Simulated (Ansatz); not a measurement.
**C4H5B: one species, many methods**

The task here is to estimate one member of a computed series from the others.

Program: Ansatz 0.2.0, Gaussian basis. Level of theory: functionals in def2-TZVPP, the program's frozen cores in correlated methods. These are calculated values, not measurements.

Plan: LDA (SPW92), PBE-D4, revPBE-D4, BLYP-D4, r2SCAN-D4, B97M-V, PBE0-D4, B3LYP-D4, r2SCANh-D4, r2SCAN0-D4, HSE06-D4, BHLYP-D4, CAM-B3LYP-D4, LC-ωPBE, ωB97X-V, ωB97M-V, B2PLYP, PBE-QIDH; CCSD(T)/def2-SVP; CCSD(T)/def2-TZVPP; MP2/def2-QZVPP; extrapolation to the limit; RPA on PBE.

## Structure used throughout

All runs share one geometry, relaxed beforehand with PBE0-D4 in a triple-zeta def2 set.

SMILES `BC=C=C=C`, 10 atoms, charge 0, spin multiplicity 1.

Atoms are counted from 1 here; the program's logs count them from 0.

Bond lengths: B1–C2 1.533 Å, B1–H6 1.195 Å, B1–H7 1.196 Å, C2–C3 1.326 Å, C2–H8 1.089 Å, C3–C4 1.262 Å, C4–C5 1.312 Å, C5–H9 1.086 Å, C5–H10 1.086 Å. Angles: C2–B1–H6 119.4°, C2–B1–H7 120.4°, H6–B1–H7 120.2°, B1–C2–C3 120.6°, B1–C2–H8 122.1°, C3–C2–H8 117.3°, C2–C3–C4 178.2°, C3–C4–C5 180.0°, C4–C5–H9 121.3°, C4–C5–H10 121.4°, H9–C5–H10 117.3°.

The first run:

in.yaml

```yaml
crystal:
  periodic: [false, false, false]
  atoms:
    - {symbol: B, position_ang: [-1.219529, -1.879526, 0.464718]}
    - {symbol: C, position_ang: [0.013973, -1.078836, 0.895958]}
    - {symbol: C, position_ang: [0.347410, 0.038726, 0.265392]}
    - {symbol: C, position_ang: [0.634320, 1.097269, -0.357962]}
    - {symbol: C, position_ang: [0.933593, 2.198304, -1.005811]}
    - {symbol: H, position_ang: [-1.883805, -1.488538, -0.448386]}
    - {symbol: H, position_ang: [-1.516236, -2.887645, 1.036432]}
    - {symbol: H, position_ang: [0.649503, -1.394984, 1.722308]}
    - {symbol: H, position_ang: [0.325661, 2.547572, -1.835108]}
    - {symbol: H, position_ang: [1.798312, 2.796561, -0.734541]}
basis:
  gaussian: {orbitals: def2-TZVPP}
hamiltonian: {xc: lda}
output: {orbitals: {seedname: orbitals}}
```

Command:

```bash
$ ansatz run in.yaml --threads 2 --pin off --events-out ev --progress --plain --max-ram 4352MiB
```

Steps of the session up to this table: LDA; PBE-D4 (GGA); revPBE-D4 (GGA); BLYP-D4 (GGA); r2SCAN-D4 (meta-GGA); B97M-V (meta-GGA); PBE0-D4 (hybrid); B3LYP-D4 (hybrid); r2SCANh-D4 (hybrid); r2SCAN0-D4 (hybrid); HSE06-D4 (hybrid); BHLYP-D4 (hybrid); CAM-B3LYP-D4 (range-separated); LC-ωPBE (range-separated); ωB97X-V (range-separated); ωB97M-V (range-separated); B2PLYP (double hybrid); PBE-QIDH (double hybrid).

One table of the session follows, with a row left open; its other results are not shown here.

It belongs to the step «Frontier levels by functional». 

```
  functional  HOMO (eV)  LUMO (eV)  gap (eV)
 LDA (SPW92)      -6.52      -3.94      2.58
      PBE-D4      -6.39      -3.69      2.70
   revPBE-D4      -6.33      -3.60      2.74
     BLYP-D4      -6.26      -3.51      2.75
   r2SCAN-D4      -6.57      -3.53      3.04
      B97M-V      -6.63      -3.47      3.16
     PBE0-D4      -7.57      -2.85      4.73
    B3LYP-D4      -7.36      -3.01      4.36
  r2SCANh-D4      -7.02      -3.23      3.79
  r2SCAN0-D4          ?          ?         ?
    HSE06-D4      -7.17      -3.22      3.96
    BHLYP-D4      -8.33      -1.83      6.51
CAM-B3LYP-D4      -8.74      -1.78      6.96
     LC-ωPBE     -10.02      -0.75      9.27
     ωB97X-V      -9.65      -0.78      8.87
     ωB97M-V      -9.57      -0.89      8.69
```

Q: Estimate the row for r2SCAN0-D4 from the others.

Worked estimate for «HOMO (eV)». Against the share of exact exchange, r2SCAN-D4 (0, -6.57), r2SCANh-D4 (0.1, -7.02) give a slope of -4.50 per unit share; at 0.25 the line stands at -7.69.

As computed: HOMO (eV): -7.69; LUMO (eV): -2.77; gap (eV): 4.93. In «HOMO (eV)» the line misses by 0.00.
